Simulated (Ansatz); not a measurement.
Runs of Ansatz 0.2.0 on AlO2. It takes space group Cmcm (No. 63, orthorhombic). Conventional cell: a = 2.976 Å, b = 10.806 Å, c = 3.647 Å, α = 90.00°, β = 90.00°, γ = 90.00°. Al (site symmetry m2m) is surrounded by 6 O at 1.87 to 2.02 Å. Around O (site symmetry m2m) lie 2 Al at 1.88 Å. O (site symmetry m2m) is surrounded by 4 Al at 1.87 to 2.02 Å. The cell comes from a database or a generator and needn't be the stable form of this composition.

```tsv
level	cutoff (eV)	gap on the mesh (eV)	pressure (GPa)	largest force (eV/Å)
BLYP	420	none	(a)	0.71
revPBE	420	none	2.3	0.77
RPBE	420	none	3.4	0.79
r2SCAN	500	none	-7.4	0.79
PBEsol	420	none	-5.9	(b)
LDA	420	none	-11.7	0.45
```

Alike in all rows: task projected density of states; potentials or basis Ansatz PAW; no spin polarisation; cell as given; k mesh 9 × 9 × 7; smearing fermi-dirac 0.05 eV.

**Question.** Estimate the missing entries.

**Answer.** (a) 2.0; (b) 0.64.

Caveats: the PAW data sets come from PBE, with cores solved anew for the run's functional, which leaves a small shift of forces and pressure; the density of states is complete only up to the lowest level of the last band computed.

A gap of «none» marks a metal or a gap under the smearing width.

Runs at the PBE level aren't shown here.
